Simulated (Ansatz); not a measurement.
**C₂H₆ClFSi: up Jacob's ladder to CCSD(T)**

An exercise on one series of results from a longer session: the logs are not shown, and one member is left open.

Computed with Ansatz 0.2.0, Gaussian basis. Level: functionals in def2-TZVPP, the program's frozen cores in correlated methods.

Plan: LDA (SPW92), PBE-D4, revPBE-D4, BLYP-D4, r2SCAN-D4, B97M-V, PBE0-D4, B3LYP-D4, r2SCANh-D4, r2SCAN0-D4, HSE06-D4, BHLYP-D4, CAM-B3LYP-D4, LC-ωPBE, ωB97X-V, ωB97M-V, B2PLYP, PBE-QIDH; CCSD(T)/def2-SVP; CCSD(T)/def2-TZVPP; MP2/def2-QZVPP; extrapolation to the limit; RPA on PBE.

### Structure used throughout

An earlier PBE0-D4 in a triple-zeta def2 set relaxation fixed the geometry.

SMILES `C[Si](C)(F)Cl`, 11 atoms, charge 0, spin multiplicity 1.

Atoms are counted from 1 here; the program's logs count them from 0.

Bond lengths: C1–Si2 1.847 Å, C1–H6 1.092 Å, C1–H7 1.092 Å, C1–H8 1.093 Å, Si2–C3 1.847 Å, Si2–F4 1.598 Å, Si2–Cl5 2.056 Å, C3–H9 1.092 Å, C3–H10 1.092 Å, C3–H11 1.093 Å. Angles: Si2–C1–H6 110.6°, Si2–C1–H7 110.6°, Si2–C1–H8 110.5°, H6–C1–H7 108.2°, H6–C1–H8 108.4°, H7–C1–H8 108.4°, C1–Si2–C3 115.1°, C1–Si2–F4 108.4°, C1–Si2–Cl5 109.0°, C3–Si2–F4 108.4°, C3–Si2–Cl5 109.0°, F4–Si2–Cl5 106.5°, Si2–C3–H9 110.6°, Si2–C3–H10 110.6°, Si2–C3–H11 110.5°, H9–C3–H10 108.2°, H9–C3–H11 108.4°, H10–C3–H11 108.4°.

Set-up of the first run:

Contents of in.yaml:

```yaml
crystal:
  periodic: [false, false, false]
  atoms:
    - {symbol: C, position_ang: [-1.542887, 0.284103, 0.276294]}
    - {symbol: Si, position_ang: [0.123270, 0.337629, -0.519583]}
    - {symbol: C, position_ang: [1.396771, -0.752666, 0.256186]}
    - {symbol: F, position_ang: [-0.035570, -0.082963, -2.053337]}
    - {symbol: Cl, position_ang: [0.807111, 2.276389, -0.514495]}
    - {symbol: H, position_ang: [-1.481749, 0.601645, 1.319629]}
    - {symbol: H, position_ang: [-2.237483, 0.947615, -0.242759]}
    - {symbol: H, position_ang: [-1.947636, -0.730923, 0.247269]}
    - {symbol: H, position_ang: [1.561571, -0.471028, 1.298606]}
    - {symbol: H, position_ang: [2.347350, -0.669973, -0.274560]}
    - {symbol: H, position_ang: [1.074551, -1.796830, 0.227248]}
basis:
  gaussian: {orbitals: def2-TZVPP}
hamiltonian: {xc: lda}
output: {orbitals: {seedname: orbitals}}
```

Run with:

```
> ansatz run in.yaml --threads 4 --pin off --events-out ev --progress --plain --max-ram 10444MiB
```

Among the steps run: LDA; PBE-D4 (GGA); revPBE-D4 (GGA); BLYP-D4 (GGA); r2SCAN-D4 (meta-GGA); B97M-V (meta-GGA); B3LYP-D4 (hybrid); r2SCANh-D4 (hybrid); r2SCAN0-D4 (hybrid); HSE06-D4 (hybrid); BHLYP-D4 (hybrid); CAM-B3LYP-D4 (range-separated); LC-ωPBE (range-separated); ωB97X-V (range-separated); ωB97M-V (range-separated); B2PLYP (double hybrid); PBE-QIDH (double hybrid).

One table of the session follows, with a row left open; its other results are not shown here.

It belongs to the step «Frontier levels by functional». 

| functional | HOMO (eV) | LUMO (eV) | gap (eV) |
| --- | --- | --- | --- |
| LDA (SPW92) | -7.46 | 0.02 | 7.48 |
| PBE-D4 | -7.33 | 0.17 | 7.50 |
| revPBE-D4 | -7.28 | 0.24 | 7.52 |
| BLYP-D4 | -7.21 | 0.14 | 7.35 |
| r2SCAN-D4 | -7.67 | 0.90 | 8.56 |
| B97M-V | -7.76 | 0.32 | 8.08 |
| PBE0-D4 | -8.71 | 0.95 | 9.66 |
| B3LYP-D4 | -8.47 | 0.60 | 9.08 |
| r2SCANh-D4 | -8.17 | 1.18 | 9.35 |
| r2SCAN0-D4 | -8.93 | 1.50 | 10.42 |
| HSE06-D4 | -8.30 | 0.58 | 8.89 |
| BHLYP-D4 | ? | ? | ? |
| CAM-B3LYP-D4 | -10.10 | 1.69 | 11.78 |
| LC-ωPBE | -11.47 | 3.02 | 14.49 |
| ωB97X-V | -11.11 | 2.78 | 13.89 |
| ωB97M-V | -10.94 | 2.34 | 13.28 |

**Question.** Estimate the row for BHLYP-D4.

Worked estimate for «HOMO (eV)». Against the share of exact exchange, BLYP-D4 (0, -7.21), B3LYP-D4 (0.2, -8.47) give a slope of -6.30 per unit share; at 0.5 the line stands at -10.36.

The run gave: HOMO (eV): -9.98; LUMO (eV): 1.51; gap (eV): 11.49. In «HOMO (eV)» the line misses by -0.38.
